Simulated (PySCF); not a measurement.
# [AsF4]-: singlet, from a see-saw start

Where does singlet [AsF4]- go from a see-saw start, is the end point a minimum, and what are its modes, charges and moments?

The runs use PySCF 2.14.0; PBE0, basis As def2-SVPD, F def2-SVPD, no relativity, density fitting.

## Step 1: Starting geometry

5 atoms, charge -1, spin multiplicity 1.

Bond lengths: As1–F2 1.850 Å, As1–F3 1.850 Å, As1–F4 1.850 Å, As1–F5 1.850 Å. Angles: F2–As1–F3 170.0°, F2–As1–F4 86.9°, F2–As1–F5 86.9°, F3–As1–F4 86.9°, F3–As1–F5 86.9°, F4–As1–F5 104.0°.

```xyz
5
charge -1 multiplicity 1
As    0.0000    0.0000   -0.3274
F     0.0000    1.8430   -0.1662
F     0.0000   -1.8430   -0.1662
F     1.4578    0.0000    0.8116
F    -1.4578    0.0000    0.8116
```

## Step 2: See-saw start, singlet: relaxation

The steps below are one call of a driver around PySCF. For each, scf.py gives the equivalent set-up of the SCF; relaxations use the driver's own optimiser. Before each start the driver seeks the lowest SCF state from one or more starting densities and follows internal instabilities, so scf.py alone need not reach the same state.

The program finds C2v symmetry in the start, which this walk keeps. Threshold on the gradient: 0.0003 Eh/bohr, with a further test on the energy change.

Contents of scf.py:

```python
from pyscf import gto, scf, dft
mol = gto.M(atom='''
As     0.000000     0.000000    -0.327359
F      0.000000     1.843000    -0.166159
F     -0.000000    -1.843000    -0.166159
F      1.457800    -0.000000     0.811641
F     -1.457800     0.000000     0.811641''',
    basis={'As': 'def2-SVPD', 'F': 'def2-SVPD'},
    charge=-1, spin=0)
mf = dft.RKS(mol, xc='PBE0')
mf.grids.atom_grid = (50, 194)
aux = {'As': 'def2-universal-JKFIT', 'F': 'def2-universal-JKFIT'}
mf = mf.density_fit(auxbasis=aux)
mf.kernel()
```

The optimiser's trace:

```
step   energy (Eh)  change (kJ/mol)  largest symmetric gradient (Eh/bohr)
   0  -2634.214143             0.00                               0.02056
   1  -2634.219124           -13.08                               0.01641
   2  -2634.219387           -13.77                               0.01166
   3  -2634.219672           -14.52                               0.00064
   4  -2634.219691           -14.57                               0.00047
   5  -2634.219694           -14.57                               0.00006
```

The walk took 11 s on 4 threads, shared host.

Positions (Å) and forces (eV/Å) along the way:

```
step 0
As   0.000   0.000  -0.327   0.000   0.000   0.414
F    0.000   1.843  -0.166   0.000   0.636   0.308
F    0.000  -1.843  -0.166   0.000  -0.636   0.308
F    1.458   0.000   0.812  -1.057   0.000  -0.515
F   -1.458   0.000   0.812   1.057   0.000  -0.515
step 1
As   0.000   0.000  -0.377   0.000   0.000   0.844
F    0.000   1.873  -0.130   0.000   0.047  -0.134
F    0.000  -1.873  -0.130   0.000  -0.047  -0.134
F    1.358   0.000   0.800  -0.211   0.000  -0.288
F   -1.358   0.000   0.800   0.211   0.000  -0.288
step 3
As   0.000   0.000  -0.350   0.000   0.000   0.004
F    0.000   1.885  -0.151   0.000   0.033  -0.014
F    0.000  -1.885  -0.151   0.000  -0.033  -0.014
F    1.350   0.000   0.808  -0.015   0.000   0.012
F   -1.350   0.000   0.808   0.015   0.000   0.012
step 5
As   0.000   0.000  -0.348   0.000   0.000   0.003
F    0.000   1.890  -0.163   0.000   0.000   0.000
F    0.000  -1.890  -0.163   0.000   0.000   0.000
F    1.342   0.000   0.819  -0.001   0.000  -0.002
F   -1.342   0.000   0.819   0.001   0.000  -0.002
```

End point (C2v, 5 steps, 14.6 kJ/mol gained): As–F 1.778 Å (×2), As–F 1.899 Å (×2); F–As–F 86.3° (×4), F–As–F 98.0°, F–As–F 168.8°.

## Step 3: Hessian and properties

On the finer grid the gradient is checked again; gradients at displacements of ±0.01 bohr then give force constants and infrared intensities.

scf.py: that of step 2 with these lines changed.

```diff
@@ -3,5 +3,5 @@
-As     0.000000     0.000000    -0.327359
-F      0.000000     1.843000    -0.166159
-F     -0.000000    -1.843000    -0.166159
-F      1.457800    -0.000000     0.811641
-F     -1.457800     0.000000     0.811641''',
+As     0.000000    -0.000000    -0.340265
+F      0.000000     1.890577    -0.158499
+F     -0.000000    -1.890577    -0.158499
+F      1.338130    -0.000000     0.829629
+F     -1.338130     0.000000     0.829629''',
@@ -11 +11 @@
-mf.grids.atom_grid = (50, 194)
+mf.grids.atom_grid = (75, 302)
```

The driver hands on the density of the step before, so the log starts near convergence.

Log of the central SCF (cycles and frontier levels):

```text
init E= -2634.21958848181
  HOMO = -0.109895726309743  LUMO = 0.154249811911737  gap/eV = 7.18777
cycle= 1 E= -2634.21958848178  delta_E= 2.91e-11  |g|= 1.09e-05  |ddm|= 1.15e-05
  HOMO = -0.109894358652136  LUMO = 0.154249805558551  gap/eV = 7.18773
cycle= 2 E= -2634.21958848176  delta_E= 2.82e-11  |g|= 1.93e-05  |ddm|= 1.92e-05
  HOMO = -0.109895192602012  LUMO = 0.154249856676312  gap/eV = 7.18775
cycle= 3 E= -2634.21958848181  delta_E= -5.68e-11  |g|= 6.16e-07  |ddm|= 1.21e-05
  HOMO = -0.109895218612664  LUMO = 0.154249809360732  gap/eV = 7.18775
Extra cycle  E= -2634.21958848182  delta_E= -7.28e-12  |g|= 6.44e-07  |ddm|= 1.11e-06
converged SCF energy = -2634.21958848182
```

The whole step took 43 s.

Geometry: C2v; As–F 1.777 Å (×2), As–F 1.899 Å (×2); F–As–F 86.4° (×4), F–As–F 97.7°, F–As–F 169.0°.

Harmonic modes (main isotopes):

| symmetry | ω (cm⁻¹) | IR (km/mol) | type |
| --- | --- | --- | --- |
| a1 | 149 | 1.8 | bend |
| b1 | 184 | 10.7 | bend |
| a2 | 291 | 0.0 | bend |
| a1 | 305 | 21.8 | bend |
| b2 | 329 | 1.6 | bend |
| a1 | 448 | 0.2 | stretch |
| b2 | 464 | 421 | stretch |
| b1 | 606 | 141 | stretch |
| a1 | 642 | 103 | stretch |

All wavenumbers are real: a minimum.

Properties at this point:

- Dipole moment about the centre of mass: 1.86 D
- Highest occupied level: -2.99 eV
- Lowest empty level: 4.20 eV
- Rotational constants: 0.1624, 0.09824, 0.0827 cm⁻¹
- Zero-point energy: 20.4 kJ/mol
- Principal polarisabilities: 38.1, 40.2, 48.7 bohr³
- Principal traceless quadrupole moments about the centre of mass: -13.23, 4.93, 8.31 D Å
- Entropy at 298.15 K and 1 bar: 325.0 J/(mol K)
- Heat capacity Cp at 298.15 K: 89.3 J/(mol K)
- Enthalpy at 298.15 K above 0 K: 18.51 kJ/mol
- Rotational symmetry number: 2

Populations by atom (charges in e):

```tsv
atom	Mulliken	Löwdin	polar tensor	Mayer order to As1
As1	1.60	1.32	2.09	–
F2,3	-0.70	-0.63	-0.85	0.51
F4,5	-0.60	-0.52	-0.69	0.57
```

Mulliken populations on As1: s 7.72, p 13.36, d 10.31.

## Step 4: Results

```
                            quantity                                                                                     value
                             minimum                                                                              singlet, C2v
                            geometry      As–F 1.777 Å (×2), As–F 1.899 Å (×2); F–As–F 86.4° (×4), F–As–F 97.7°, F–As–F 169.0°
                  wavenumbers (cm⁻¹)  149 (a1), 184 (b1), 291 (a2), 305 (a1), 329 (b2), 448 (a1), 464 (b2), 606 (b1), 642 (a1)
      dipole moment (centre of mass)                                                                                    1.86 D
highest occupied, lowest empty level                                                                            -2.99, 4.20 eV
          polar-tensor charge of As1                                                                                   +2.09 e
                   zero-point energy                                                                               20.4 kJ/mol
                 entropy at 298.15 K                                                                           325.0 J/(mol K)
```

**Reading.** The see-saw start keeps its C2v symmetry and ends in a minimum. In the infrared the band at 464 cm⁻¹ (b2, stretch) leads. Only this shape and spin were tried, so other structures or states may lie lower.

The search up to here took 55 s.
